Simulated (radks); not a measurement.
# B⁴⁺ in 1s0.75 2s0.25: an all-electron calculation

What are the levels of the boron ion B4+, how large are its shells, and how does its energy divide?

Method: non-relativistic Kohn-Sham, r2SCAN, spin-unpolarised, spherical densities, point nucleus. Code: radks (a radial shooting solver on a logarithmic mesh, Libxc functionals) version 1.

### Step 1. The atom as given

| Quantity | Value |
| --- | --- |
| element | boron (Z = 5) |
| charge | +4 |
| electrons | 1 |
| configuration | 1s0.75 2s0.25 |

### Step 2. The calculation

Input:

```text
Z 5
configuration 1s0.75 2s0.25
relativity non-relativistic
functional r2scan,r2scan
spin unpolarised
nucleus point
```

Q: Predict the outcome of this run.

The runs gave:

```
                        quantity                value
                    total energy     -9.98076 hartree
exchange-correlation share of it               9.11 %
                            −T/E               0.9983
          highest occupied level       2s, -68.230 eV
    most extended occupied level  2s, <r> = 1.30 bohr
 radius at density 0.001 e/bohr³            2.06 bohr
    maxima of the radial density                    2
```

2 principal shells are occupied and 2 maxima appear in the radial density. The ratio −T/E is 0.9983; for a non-relativistic Coulomb system it is 1 up to the kinetic part of correlation. This is not the tabulated ground configuration, so its levels and sizes aren't those of the ground state, and no measured value stands beside it.
